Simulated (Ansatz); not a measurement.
# CH₆Ge (built from SMILES C.[GeH2]): a saddle search

Does the minimum-mode search get back to a saddle from here?

Method: PBE0-D4/cc-pVDZ; program: Ansatz 0.2.0, Gaussian basis.

### Step 1. Where the work starts

The start, a known saddle point with all atoms moved at random by about 0.06 Å a coordinate: 8 atoms, charge 0, spin multiplicity 1.

Atoms are counted from 1 here; the program's logs count them from 0.

Bond lengths: Ge1–H2 1.734 Å, Ge1–C3 2.283 Å, Ge1–H4 1.733 Å, Ge1–H5 1.730 Å, C3–H6 1.023 Å, C3–H7 1.059 Å, C3–H8 1.169 Å. Angles: H2–Ge1–C3 45.8°, H2–Ge1–H4 37.6°, H2–Ge1–H5 86.9°, C3–Ge1–H4 83.3°, C3–Ge1–H5 93.3°, H4–Ge1–H5 86.1°, Ge1–C3–H6 102.7°, Ge1–C3–H7 95.7°, Ge1–C3–H8 122.7°, H6–C3–H7 117.0°, H6–C3–H8 106.0°, H7–C3–H8 113.0°.

Coordinates:

```xyz
8
CH6Ge
Ge   -1.2757    0.7302    0.2709
H    -0.2901   -0.6728    0.5279
C     0.9196    0.2344   -0.1145
H    -1.3016   -0.8580    0.9627
H    -1.8056   -0.0272   -1.1917
H     1.3668    0.4951    0.7681
H     1.0365    0.9025   -0.9284
H     1.2895   -0.8480   -0.3549
```

### Step 2. The search

File run/in.yaml:

```yaml
crystal:
  periodic: [false, false, false]
  atoms:
    - {symbol: Ge, position_ang: [-1.275671, 0.730242, 0.270914]}
    - {symbol: H, position_ang: [-0.290093, -0.672849, 0.527850]}
    - {symbol: C, position_ang: [0.919558, 0.234406, -0.114515]}
    - {symbol: H, position_ang: [-1.301612, -0.858006, 0.962698]}
    - {symbol: H, position_ang: [-1.805598, -0.027188, -1.191743]}
    - {symbol: H, position_ang: [1.366761, 0.495093, 0.768066]}
    - {symbol: H, position_ang: [1.036509, 0.902549, -0.928361]}
    - {symbol: H, position_ang: [1.289548, -0.848029, -0.354887]}
basis:
  gaussian: {orbitals: cc-pVDZ}
hamiltonian: {xc: pbe0, dispersion: d4}
saddle:
  f_tol: 0.1
  max_steps: 40
  mode_guess:
    - [0.2723, 0.0208, -0.1102]
    - [-0.5444, -0.4409, 0.4365]
    - [0.0199, 0.2048, -0.0190]
    - [0.1548, -0.0771, -0.0761]
    - [0.1339, -0.0092, -0.0567]
    - [0.1645, 0.0691, -0.0901]
    - [0.0398, 0.1283, -0.0724]
    - [-0.2409, 0.1042, -0.0121]
```

Command:

```sh
> ansatz run in.yaml --threads 2 --pin off --events-out ev --progress --plain --max-ram 4352MiB
```

Q: Predict the outcome of this session. Wanted: energy change; last largest force; RMSD from the start; RMSD from the known saddle.

As calculated:

| quantity | value |
| --- | --- |
| steps | 6 |
| energy change | -0.445 eV |
| last largest force | 0.0059 eV/Å |
| RMSD from the start | 0.084 Å |
| RMSD from the known saddle | 0.010 Å |

**Reading.** It converged in 6 steps at a force tolerance of 0.1 eV/Å. It is back at the known saddle, up to the shift that another level brings.
